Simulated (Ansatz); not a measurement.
# AlHSF2 (SMILES [F][Al]([F])[SH]): functionals against CCSD(T) at one geometry

How do the functionals fare away from a minimum? The structure is a structure displaced at random from a GFN2-xTB minimum.

Program: Ansatz 0.2.0, Gaussian basis. Level of theory: single points in def2-TZVPP. These are calculated values, not measurements.

Cores are frozen in the correlated methods.

### Step 1. The system as given

SMILES `[F][Al]([F])[SH]`, 5 atoms, charge 0, spin multiplicity 1.

Atoms are counted from 1 here; the program's logs count them from 0.

Bond lengths: F1–Al2 1.638 Å, Al2–F3 1.587 Å, Al2–S4 2.197 Å, S4–H5 1.474 Å. Angles: F1–Al2–F3 113.7°, F1–Al2–S4 124.2°, F3–Al2–S4 122.1°, Al2–S4–H5 91.0°.

Coordinates:

```mol
AlF2HS
  3D, bonds by distance, orders not assigned

  5  4  0  0  0  0  0  0  0  0999 V2000
    0.8095    0.0919    1.8190 F   0  0
    0.2308   -0.4203    0.3746 Al  0  0
    1.0304   -1.6491   -0.2325 F   0  0
   -1.4563    0.5118   -0.6800 S   0  0
   -0.5381    1.3891   -1.4278 H   0  0
  1  2  8  0
  2  3  8  0
  2  4  8  0
  4  5  8  0
M  END
```

### Step 2. CCSD(T)/def2-TZVPP

File run/in.yaml:

```yaml
crystal:
  periodic: [false, false, false]
  atoms:
    - {symbol: F, position_ang: [0.809500, 0.091900, 1.819000]}
    - {symbol: Al, position_ang: [0.230800, -0.420300, 0.374600]}
    - {symbol: F, position_ang: [1.030400, -1.649100, -0.232500]}
    - {symbol: S, position_ang: [-1.456300, 0.511800, -0.680000]}
    - {symbol: H, position_ang: [-0.538100, 1.389100, -1.427800]}
basis:
  gaussian: {orbitals: def2-TZVPP}
correlation: {method: ccsd_t}
output: {forces: true}
```

The command line of these runs was not kept.

### Step 3. PBE0-D4/def2-TZVPP

Edit run/in.yaml of step 2 so:

```diff
@@ -10,3 +10,3 @@
   gaussian: {orbitals: def2-TZVPP}
-correlation: {method: ccsd_t}
-output: {forces: true}
+hamiltonian: {xc: pbe0, dispersion: d4}
+output: {forces: true, orbitals: {seedname: orbitals}}
```

### Step 4. wB97M-V/def2-TZVPP

Edit run/in.yaml of step 3 so:

```diff
@@ -10,3 +10,3 @@
   gaussian: {orbitals: def2-TZVPP}
-hamiltonian: {xc: pbe0, dispersion: d4}
-output: {forces: true, orbitals: {seedname: orbitals}}
+hamiltonian: {xc: {name: wB97M-V}}
+output: {forces: true}
```

### Step 5. r2SCAN-D4/def2-TZVPP

Edit run/in.yaml of step 4 so:

```diff
@@ -10,3 +10,3 @@
   gaussian: {orbitals: def2-TZVPP}
-hamiltonian: {xc: {name: wB97M-V}}
+hamiltonian: {xc: r2scan, dispersion: d4}
 output: {forces: true}
```

### Step 6. PBE-D4/def2-TZVPP

Edit run/in.yaml of step 5 so:

```diff
@@ -10,3 +10,3 @@
   gaussian: {orbitals: def2-TZVPP}
-hamiltonian: {xc: r2scan, dispersion: d4}
+hamiltonian: {xc: pbe, dispersion: d4}
 output: {forces: true}
```

### Step 7. wB97X-V/def2-TZVPP

Edit run/in.yaml of step 6 so:

```diff
@@ -10,3 +10,3 @@
   gaussian: {orbitals: def2-TZVPP}
-hamiltonian: {xc: pbe, dispersion: d4}
+hamiltonian: {xc: {name: wB97X-V}}
 output: {forces: true}
```

### Step 8. CAM-B3LYP-D4/def2-TZVPP

Edit run/in.yaml of step 7 so:

```diff
@@ -10,3 +10,3 @@
   gaussian: {orbitals: def2-TZVPP}
-hamiltonian: {xc: {name: wB97X-V}}
+hamiltonian: {xc: {name: CAM-B3LYP}, dispersion: d4}
 output: {forces: true}
```

(Steps that only read results are left out.)

**Question.** What will these runs give? Wanted: energy less free atoms, CCSD(T)/def2-TZVPP; RMS force component; RMS force error; HOMO and LUMO, PBE0-D4; T1 diagnostic.

The runs gave:

| quantity | value |
| --- | --- |
| energy less free atoms, CCSD(T)/def2-TZVPP | -430.2 kcal/mol |
| RMS force component | 1.085 to 1.160 eV/Å over the methods |
| RMS force error | PBE0-D4 0.060, wB97M-V 0.060, r2SCAN-D4 0.045, PBE-D4 0.226, wB97X-V 0.092, CAM-B3LYP-D4 0.096 eV/Å |
| HOMO and LUMO, PBE0-D4 | -8.06 and -1.43 eV |
| T1 diagnostic | 0.012 |

Against CCSD(T) the functionals' energies less atoms differ by -15.3 to -3.2 kcal/mol, PBE-D4 by -15.3 kcal/mol. CCSD(T) in triple zeta still lacks some correlation energy of the bonds, so part of these gaps is its own basis error and they don't rank the functionals. For forces r2SCAN-D4 does best and PBE-D4 worst. Frozen-core CCSD(T) forces in triple zeta carry basis errors of their own, and this is one geometry, so small gaps rank nothing.
